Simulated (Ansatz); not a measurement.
**BH₃OSSi: taking an electron away**

The task here is to estimate one member of a computed series from the others.

Computed with Ansatz 0.2.0, Gaussian basis. Level: unrestricted cation, the program's frozen cores in correlated methods.

Levels to be run: UKS PBE-D4/def2-TZVPP; UKS r2SCAN-D4/def2-TZVPP; UKS PBE0-D4/def2-TZVPP; UKS B3LYP-D4/def2-TZVPP; UKS wB97X-V/def2-TZVPP; UKS wB97M-V/def2-TZVPP; UKS B2PLYP/def2-TZVPP; UHF-CCSD(T)/def2-TZVPP; UHF-MP2/def2-QZVPP; extrapolation to the limit; then −ε(HOMO) from the neutral's earlier runs with LDA (SPW92), PBE-D4, revPBE-D4, BLYP-D4, r2SCAN-D4, B97M-V, PBE0-D4, B3LYP-D4, r2SCANh-D4, r2SCAN0-D4, HSE06-D4, BHLYP-D4, CAM-B3LYP-D4, LC-ωPBE, ωB97X-V, ωB97M-V.

## The relaxed structure

The geometry comes from an earlier relaxation with PBE0-D4 in a triple-zeta def2 set; it is a stationary point, not always the lowest conformer.

SMILES `S[SiH]1BO1`, 7 atoms, charge 0, spin multiplicity 1.

Atoms are counted from 1 here; the program's logs count them from 0.

Bond lengths: S1–Si2 2.115 Å, S1–H5 1.344 Å, Si2–B3 1.894 Å, Si2–O4 1.749 Å, Si2–H6 1.478 Å, B3–O4 1.342 Å, B3–H7 1.189 Å. Angles: Si2–S1–H5 95.1°, S1–Si2–B3 123.8°, S1–Si2–O4 115.8°, S1–Si2–H6 109.9°, B3–Si2–O4 43.0°, B3–Si2–H6 125.9°, O4–Si2–H6 109.5°, Si2–B3–O4 62.7°, Si2–B3–H7 165.6°, O4–B3–H7 131.7°, Si2–O4–B3 74.2°.

The first run:

The input, in.yaml:

```yaml
crystal:
  periodic: [false, false, false]
  atoms:
    - {symbol: S, position_ang: [-2.056464, -0.135160, 0.421752]}
    - {symbol: Si, position_ang: [-0.010890, 0.369977, 0.242789]}
    - {symbol: B, position_ang: [1.385416, -0.905212, 0.139096]}
    - {symbol: O, position_ang: [0.870759, -0.461173, -1.018552]}
    - {symbol: H, position_ang: [-2.503764, 0.929448, -0.266767]}
    - {symbol: H, position_ang: [0.133570, 1.830485, 0.064435]}
    - {symbol: H, position_ang: [2.242574, -1.696364, 0.371546]}
basis:
  gaussian: {orbitals: def2-TZVPP}
total_charge: 1
magnetization: {spin_polarized: true, initial_magnetization: 1}
hamiltonian: {xc: pbe, dispersion: d4}
```

Command:

```console
ansatz run in.yaml --threads 2 --pin off --events-out ev --progress --plain --max-ram 4352MiB
```

Among the steps run: Cation, UKS PBE-D4/def2-TZVPP; Cation, UKS r2SCAN-D4/def2-TZVPP; Cation, UKS PBE0-D4/def2-TZVPP; Cation, UKS B3LYP-D4/def2-TZVPP; Cation, UKS wB97X-V/def2-TZVPP; Cation, UKS wB97M-V/def2-TZVPP; Cation, UKS B2PLYP (frozen core)/def2-TZVPP; Cation, UHF-CCSD(T)/def2-TZVPP; Cation, UHF-MP2/def2-QZVPP.

One of the session's tables, all rows but one given; the rest of the session is left out.

Orbital estimates, from the neutral's runs:

```
  functional  −ε(HOMO) (eV)
 LDA (SPW92)           6.10
      PBE-D4           5.96
   revPBE-D4           5.91
     BLYP-D4           5.83
   r2SCAN-D4           6.17
      B97M-V           6.21
     PBE0-D4              ?
    B3LYP-D4           6.92
  r2SCANh-D4           6.60
  r2SCAN0-D4           7.25
    HSE06-D4           6.72
    BHLYP-D4           8.18
CAM-B3LYP-D4           8.43
     LC-ωPBE           9.74
     ωB97X-V           9.40
     ωB97M-V           9.23
```

**Question.** Estimate the row for PBE0-D4.

As computed: −ε(HOMO) (eV): 7.12. In the column «−ε(HOMO) (eV)» it lies between B3LYP-D4 (6.92) and r2SCAN0-D4 (7.25).

Caveats from the session: The cation may have settled in a state other than its lowest; no search over hole states beyond the program's own was made.
